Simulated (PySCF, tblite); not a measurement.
# C₇H₉O radical: geometry, infrared bands and EPR parameters

Wanted: the infrared bands and EPR parameters of C₇H₉O radical (`O[CH][C@]12C[C@@H]3[C@H](C1)[C@@H]32`), by calculation.

The runs use tblite 0.8.0 and PySCF 2.14.0, with density-fitted response routines of our own; the level of theory stands in each step. All values are computed, except where a source is named. Atoms count from 0, in the outputs and in this text.

## Step 1: Starting geometry

17 atoms, charge 0, multiplicity 2; geometry from: force field or distance geometry start.

Bonds of the start (Å): O0–C1 1.38, C1–C2 1.44, C2–C3 1.60, C3–C4 1.50, C4–C5 1.49, C5–C6 1.50, C5–C7 1.48, C6–C2 1.58, C7–C2 1.45, C7–C4 1.49, O0–H8 0.97, C1–H9 1.07, C3–H10 1.09, C3–H11 1.10, C4–H12 1.07, C5–H13 1.07, C6–H14 1.10, C6–H15 1.10, C7–H16 1.06.

## Step 2: Relaxing the molecule with GFN2-xTB

Job settings and geometry (Å):

```
{"job": {"kind": "relax", "xc": "GFN2-xTB", "basis": "xTB"}, "charge": 0, "multiplicity": 2}
O      2.683300     0.410600    -0.272100
C      1.509400     1.125300    -0.112400
C      0.260200     0.441100     0.123700
C     -1.107900     1.109000    -0.376500
C     -1.556100    -0.312200    -0.535300
C     -0.889200    -1.263500     0.404100
C      0.069300    -0.569800     1.322900
C     -0.125000    -0.675500    -0.718200
H      2.538400    -0.553200    -0.252300
H      1.660100     2.189100    -0.113600
H     -1.049200     1.691200    -1.290300
H     -1.646200     1.669700     0.397900
H     -2.262100    -0.545800    -1.311000
H     -0.997000    -2.329500     0.462800
H     -0.381200    -0.133500     2.229700
H      0.953300    -1.152300     1.614900
H      0.333000    -1.088500    -1.584300
```

On the command line:

```console
OMP_NUM_THREADS=1 python probes_run.py task.json out
```

One launch serves the whole session: the jobs run in the order shown.

The program printed:

```text
step      E/eV     max force
  0    -638.37219    4.748
  1    -638.81651    2.442
  2    -639.03695    1.234
  3    -639.22839    1.169
  4    -639.32553    0.671
  5    -639.37327    0.629
  6    -639.41354    0.581
  7    -639.44477    0.557
  8    -639.48015    0.497
  9    -639.50735    0.381
 10    -639.52240    0.306
 11    -639.52917    0.191
 12    -639.53349    0.140
 13    -639.53768    0.146
 14    -639.54302    0.202
 15    -639.54914    0.224
 16    -639.55469    0.142
 17    -639.55836    0.121
 18    -639.56029    0.103
 19    -639.56169    0.081
 20    -639.56312    0.078
 21    -639.56435    0.083
 22    -639.56519    0.076
 23    -639.56564    0.053
 24    -639.56590    0.037
 25    -639.56615    0.037
 26    -639.56645    0.045
 27    -639.56678    0.043
 28    -639.56711    0.042
 29    -639.56746    0.039
 30    -639.56785    0.052
 31    -639.56825    0.058
 32    -639.56854    0.034
 33    -639.56872    0.029
 34    -639.56888    0.031
 35    -639.56911    0.058
 36    -639.56943    0.070
 37    -639.56977    0.051
 38    -639.57003    0.037
 39    -639.57017    0.024
 40    -639.57027    0.028
 41    -639.57034    0.021
 42    -639.57042    0.021
 43    -639.57049    0.021
 44    -639.57059    0.035
 45    -639.57070    0.036
 46    -639.57081    0.022
 47    -639.57091    0.020
 48    -639.57101    0.029
 49    -639.57116    0.049
 50    -639.57138    0.057
 51    -639.57167    0.050
 52    -639.57202    0.060
 53    -639.57245    0.058
 54    -639.57302    0.091
 55    -639.57389    0.119
 56    -639.57512    0.112
 57    -639.57626    0.067
 58    -639.57613    0.206
 59    -639.57718    0.072
 60    -639.57766    0.062
 61    -639.57836    0.066
 62    -639.57951    0.124
 63    -639.58058    0.088
 64    -639.58210    0.132
 65    -639.58345    0.095
 66    -639.58382    0.267
 67    -639.58517    0.072
 68    -639.58567    0.063
 69    -639.58638    0.083
 70    -639.58666    0.057
 71    -639.58715    0.051
 72    -639.58741    0.040
 73    -639.58755    0.081
 74    -639.58777    0.039
 75    -639.58794    0.042
 76    -639.58814    0.038
 77    -639.58833    0.079
 78    -639.58852    0.030
 79    -639.58868    0.027
 80    -639.58882    0.025
 81    -639.58890    0.027
 82    -639.58905    0.033
 83    -639.58918    0.037
 84    -639.58932    0.029
 85    -639.58941    0.030
 86    -639.58949    0.016
 87    -639.58952    0.009
```

Run time: 1.4 s. Hardware: 1 thread of Intel Xeon at 2.50GHz, shared host.

The steps of the relaxation: (not every step is listed)

```csv
step,energy from step 0 (eV),largest force (eV/Å)
0,0.0000,4.7481
1,-0.4443,2.4422
2,-0.6648,1.2341
3,-0.8562,1.1693
4,-0.9533,0.6715
5,-1.0011,0.6293
6,-1.0413,0.5813
7,-1.0726,0.5572
8,-1.1080,0.4971
15,-1.1769,0.2241
22,-1.1930,0.0761
29,-1.1953,0.0387
36,-1.1972,0.0701
43,-1.1983,0.0211
50,-1.1992,0.0569
57,-1.2041,0.0674
64,-1.2099,0.1324
71,-1.2150,0.0507
78,-1.2163,0.0303
82,-1.2169,0.0333
83,-1.2170,0.0369
84,-1.2171,0.0292
85,-1.2172,0.0304
86,-1.2173,0.0163
87,-1.2173,0.0091
```

Close pairs (by a distance rule), those that changed most:

```csv
bond,before (Å),after (Å),change (Å)
C2–C7,1.451,1.613,+0.163
C2–C3,1.602,1.541,-0.062
C2–C6,1.580,1.547,-0.033
C4–C5,1.494,1.518,+0.024
C5–C7,1.480,1.496,+0.016
C5–C6,1.498,1.514,+0.016
C3–C4,1.499,1.513,+0.014
O0–C1,1.384,1.369,-0.014
```

The end geometry stands in the next job.

## Step 3: Harmonic vibrations with GFN2-xTB

Job settings and geometry (Å):

```
{"job": {"kind": "ir", "xc": "GFN2-xTB", "basis": "xTB"}, "charge": 0, "multiplicity": 2}
O      2.789836     0.649910     0.141569
C      1.557232     1.135333    -0.204903
C      0.340747     0.379387    -0.035461
C     -1.030727     1.063088    -0.194716
C     -1.566807    -0.293063    -0.598089
C     -0.853334    -1.324752     0.257371
C      0.101490    -0.572792     1.159837
C     -0.214437    -0.797952    -0.988126
H      2.675562    -0.151202     0.667140
H      1.613257     1.984196    -0.862269
H     -1.045040     1.770896    -1.020593
H     -1.441687     1.529650     0.700987
H     -2.512601    -0.494077    -1.072319
H     -1.256535    -2.307936     0.433911
H     -0.299679    -0.112611     2.064065
H      0.967925    -1.182755     1.416720
H      0.167799    -1.263289    -1.875034
```

The program printed:

```text
mode    cm-1     km/mol
  1      44.3      3.52
  2     194.2      4.14
  3     236.6     22.48
  4     361.2     15.58
  5     396.6      5.66
  6     443.8     14.66
  7     475.8      0.43
  8     500.7    110.36
  9     660.1      7.37
 10     712.2      2.52
 11     752.7     14.78
 12     847.5      1.15
 13     851.5      3.25
 14     877.9      2.44
 15     931.1      0.94
 16     939.9      4.14
 17     969.2      0.24
 18    1006.9      0.13
 19    1021.3      4.69
 20    1030.1      0.56
 21    1051.0      0.86
 22    1053.9      1.66
 23    1068.9     12.21
 24    1101.5      8.13
 25    1105.3     80.12
 26    1150.4     30.16
 27    1170.7     30.96
 28    1202.1      3.44
 29    1227.9      7.68
 30    1238.3      1.12
 31    1254.5     14.90
 32    1275.7     60.95
 33    1396.6     21.75
 34    1418.7    109.70
 35    1475.1      0.15
 36    1493.1      0.96
 37    2966.2     29.92
 38    2977.0     84.78
 39    2984.0     60.06
 40    3016.8     38.71
 41    3094.5     31.31
 42    3102.7     70.80
 43    3126.8     25.53
 44    3133.4     45.19
 45    3511.5     14.50
```

It took 1.4 s on 1 thread of Intel Xeon at 2.50GHz, shared host.

The strongest bands and the atoms that carry them (share of the mass-weighted mode):

```
cm⁻¹  km/mol                                 atoms
 501   110.4             H9 50 %, H8 28 %, C1 14 %
1105    80.1  H9 24 %, H8 17 %, H14 14 %, H15 12 %
1276    61.0                      H9 30 %, C2 24 %
1419   109.7                      C1 42 %, C2 27 %
2977    84.8                              H11 83 %
2984    60.1                    H15 65 %, H14 28 %
3103    70.8                    H12 57 %, H13 31 %
3133    45.2                              H16 87 %
```

## Step 4: g tensor and hyperfine couplings: B3LYP/pcH-1

The job, as its differences from that of step 3:

```diff
@@ -1,2 +1,2 @@
-{"job": {"kind": "ir", "xc": "GFN2-xTB", "basis": "xTB"}, "charge": 0, "multiplicity": 2}
+{"job": {"kind": "epr", "basis": "pcH-1"}, "charge": 0, "multiplicity": 2}
 O      2.789836     0.649910     0.141569
```

Method: UKS B3LYP, pcH-1 on C H O, non-relativistic, mean-field spin-orbit, GIAO.

The program printed:

```text
UKS, coarse grid
  cycle   1  E = -347.15248319  |g| = 4.79e-01
  cycle   2  E = -347.05621918  |g| = 7.12e-01
  cycle   3  E = -347.24423455  |g| = 7.94e-02
  cycle   4  E = -347.24624986  |g| = 4.04e-02
  cycle   5  E = -347.24698197  |g| = 1.04e-02
  cycle   6  E = -347.24702627  |g| = 4.01e-03
  cycle   7  E = -347.24703544  |g| = 1.05e-03
  cycle   8  E = -347.24703611  |g| = 5.60e-04
UKS, final grid
  cycle   1  E = -347.24708425  |g| = 8.01e-04
  cycle   2  E = -347.24708385  |g| = 1.22e-03
  cycle   3  E = -347.24708457  |g| = 5.94e-05
  cycle   4  E = -347.24708457  |g| = 2.56e-05
E = -347.24708457 Eh   <S^2> = 0.7543 (exact 0.7500)
g shifts (ppm)      1          2          3
  rmc          -199       -199       -199
  gc              4         50         37
  oz_so           3        914       1969
  total        -192        765       1808
hyperfine (MHz)  atom isotope    a_iso     a_fc   dipolar eigenvalues
    0   17O     -21.51     -21.51    -66.62     32.01     34.60
    1   13C      96.61      96.61    -73.27    -72.11    145.38
    2   13C     -31.98     -31.98     -5.18     -0.26      5.44
    3   13C      23.36      23.36     -1.48     -0.70      2.18
    4   13C      -4.62      -4.62     -0.79     -0.13      0.92
    5   13C      -3.89      -3.89     -0.93      0.01      0.92
    6   13C      37.63      37.63     -2.28     -1.69      3.97
    7   13C     112.05     112.05    -11.08    -10.30     21.38
    8    1H     -12.23     -12.23    -13.21     -8.94     22.15
    9    1H     -53.15     -53.15    -33.88     -1.18     35.06
   10    1H      -1.75      -1.75     -2.68     -2.20      4.87
   11    1H      -2.47      -2.47     -2.59     -1.59      4.18
   12    1H       0.52       0.52     -1.24     -0.70      1.94
   13    1H       0.17       0.17     -1.39     -0.66      2.05
   14    1H      -1.83      -1.83     -2.65     -1.68      4.33
   15    1H      -2.19      -2.19     -2.80     -1.79      4.59
   16    1H      -5.61      -5.61     -6.17     -1.25      7.43
```

Run time: 2.7 min. Hardware: 1 thread of Intel Xeon at 2.50GHz, shared host; peak memory 0.96 GiB.

Principal g values 2.00213, 2.00308, 2.00413; g(iso) = 2.00311, against 2.00232 for a free electron.

Mean a(iso) over the nuclei that a row names, and the largest dipolar term of the row (other rows stand at the frozen geometry):

```
  nuclei  isotope  a(iso) (MHz)  a(iso) (G, at g = 2.0023)  largest dipolar term (MHz)
      C7      13C         112.1                       40.0                        21.4
      C1      13C          96.6                       34.5                       145.4
      H9       1H         -53.1                      -19.0                        35.1
      C2      13C         -32.0                      -11.4                         5.4
  C3, C6      13C          30.5                       10.9                         4.0
      O0      17O         -21.5                       -7.7                       -66.6
      H8       1H         -12.2                       -4.4                        22.1
     H16       1H          -5.6                       -2.0                         7.4
  C4, C5      13C          -4.3                       -1.5                        -0.9
H11, H14       1H          -2.1                       -0.8                         4.3
H10, H15       1H          -2.0                       -0.7                         4.9
H12, H13       1H           0.3                        0.1                         2.0
```

Mulliken spin populations:

O0 0.13; C1 0.84; C2 -0.07; C3 0.01; C4 0.00; C5 0.00; C6 0.02; C7 0.12; H8 0.00; H9 -0.04; H10 0.00; H11 0.00; H12 0.00; H13 0.00; H14 0.00; H15 0.00; H16 0.00

In first order the couplings over 0.8 MHz of 1H give 72 distinct lines over 28.2 G, if the averaged nuclei exchange fast.

The fields below are evaluated on a grid from the run's orbitals.

ELF in a plane through or near 9 of the atoms.

Ten even steps from '0' (0.00) to '9' (1.00):
```
0000000000000000000000000000
0000000000000000000000000000
0000000000000000000000000000
0000000000010000001100000000
0000000000698300069983000000
0000000000899601399997000000
0000016740499634599996000000
0000028981055356248841000000
0001468981024424227400000000
0013784462355631488533100000
0013787772873241314899950000
0001343328485563642999970000
0000001598522454564689940000
0000005999700388731134300000
0000007999500899960000000000
0000002687000899970000000000
0000000000000388720000000000
0000000000000001000000000000
0000000000000000000000000000
0000000000000000000000000000
```
The map spans 10.9 Å across and 9.7 Å up, centred on the molecule. Atoms in the plane (x, y in Å): O0 (-2.8, 0.2), C1 (-1.8, -0.7), C2 (-0.4, -0.3), C4 (1.6, -0.4), C5 (1.2, 1.1), H8 (-2.5, 1.1), H9 (-2.0, -1.7), H10 (0.5, -2.2), H13 (1.9, 1.9).

On the surface of density 0.002 e/bohr³ the electrostatic potential runs, from the 1st to the 99th percentile, from -1.38 V near O0 to 1.96 V near H8.

The spin density lies nearest to C1 56 %; O0 15 %; H9 8 %; C7 8 %.

## Step 5: Summary of results

```
                                 quantity                 value
strongest single infrared mode (GFN2-xTB)  501 cm⁻¹, 110 km/mol
             zero-point energy (GFN2-xTB)         87.0 kcal/mol
                           g(iso) (B3LYP)               2.00311
                                     ⟨S²⟩    0.754 (exact 0.75)
       largest a(iso) (averaged by class)  13C on C7, 112.1 MHz
    surface potential, 1st and 99th percentile    -1.38 V and 1.96 V
```

**Reading.** The optimisation took 87 steps and gained 1.217 eV; among the close pairs (by a distance rule), C2–C7 changed most, from 1.451 to 1.613 Å. No mode is imaginary among the 45: a minimum at this level. The strongest single mode, at 501 cm⁻¹, moves mainly H9 and H8. Unscaled tight-binding wavenumbers are off by several per cent, some by more. Its intensities can rank the bands wrongly. Most of the unpaired spin sits on C1 (0.84 e). The isotropic g lies 0.8 ppt above the free-electron value.
